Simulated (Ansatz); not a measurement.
Consider a scan of the bond length of CI (charge +1) (Ansatz 0.2.0 through its Python package).

`run_scan.py`
```python
import ansatz as az
from ase import Atoms
from ase.data import atomic_masses, atomic_numbers
import numpy as np

atoms = Atoms(["C", "I"], positions=[
    [0.0, 0.0, 0.0],
    [0.0, 0.0, 2.12],
])
mol = az.Crystal.molecule_from_ase(atoms)

symbols = [site.symbol for site in mol.cartesian_sites]
start = np.array([site.position_ang for site in mol.cartesian_sites])
axis = (start[1] - start[0]) / np.linalg.norm(start[1] - start[0])
moving = [1]
lengths, energies = [1.866, 1.95, 2.035, 2.12, 2.205, 2.29, 2.374, 2.502], []
for length in lengths:
    xyz = start.copy()
    xyz[moving] += (length - np.linalg.norm(start[1] - start[0])) * axis
    point = az.Crystal.molecule()
    for symbol, place in zip(symbols, xyz):
        point = point.atom(symbol, place.tolist())
    setup = point.calculation().basis(gaussian="def2-TZVP").correlation("ccsd_t").charge(1)
    r = setup.run(threads=1).report
    energies.append(r["free_energy_ev"])
    print(f"r = {length:6.3f} A  E = {energies[-1]:.5f} eV  <S^2> = {abs(r['mean_field']['state']['spin_squared']):.3f}")

fit = np.polynomial.Polynomial.fit(lengths, np.array(energies) - min(energies), 4).convert()
roots = [r.real for r in fit.deriv().roots() if abs(r.imag) < 1e-9 and fit.deriv(2)(r.real) > 0]
r_e = min(roots, key=lambda r: abs(r - lengths[int(np.argmin(energies))]))
print(f"minimum of the fit at {r_e:.4f} A, force constant {fit.deriv(2)(r_e):.2f} eV/A^2")
m1, m2 = (atomic_masses[atomic_numbers[s]] for s in symbols)
mu = m1 * m2 / (m1 + m2)
print(f"harmonic wavenumber {521.4709 * np.sqrt(fit.deriv(2)(r_e) / mu):.0f} 1/cm, rotational constant {16.857629 / (mu * r_e ** 2):.4f} 1/cm")
```

Where along the scan is the C-I distance of lowest energy, and how steep are the two sides?

The lowest point is at 1.950 Å. At the shortest distance (1.87 Å) the energy is 0.02 eV higher, at the longest (2.50 Å) 1.94 eV.

The run itself:

`python run_scan.py` gives:
```text
r =  1.866 A  E = -9107.48052 eV  <S^2> = 0.000
r =  1.950 A  E = -9107.49974 eV  <S^2> = 0.000
r =  2.035 A  E = -9107.35249 eV  <S^2> = 0.000
r =  2.120 A  E = -9107.09785 eV  <S^2> = 0.000
r =  2.205 A  E = -9106.77912 eV  <S^2> = 0.000
RunWarning: the results are in doubt because among natural orbitals full CI differs from the method by -0.093 eV
r =  2.290 A  E = -9106.42822 eV  <S^2> = 0.000
r =  2.374 A  E = -9106.07402 eV  <S^2> = 0.000
r =  2.502 A  E = -9105.55979 eV  <S^2> = 0.000
minimum of the fit at 1.9147 A, force constant 26.04 eV/A^2
harmonic wavenumber 803 1/cm, rotational constant 0.4191 1/cm
```
(Warnings from the package without file and line, repeats left out.)

Notes:
- Total energies depend on the basis set; only differences at equal settings carry meaning.
- The basis set is modest, and single-reference methods fail as a bond breaks.
- def2 sets replace the cores of elements past krypton by effective core potentials.
- The orbitals are restricted, so S² is zero by construction.
- Toward dissociation an unrestricted state can lie under the restricted one, by tenths of an eV for polar bonds under a functional and by 1 to 2 eV or more for others.
- S² is that of the Hartree-Fock reference.
- The spin state was assumed, and another may lie lower.
- Finished in 41 s on 1 thread of Arm Neoverse V2, on a shared host, peak memory 0.29 GiB.

(Lines on the test bed's own set-up are left out of the output.)
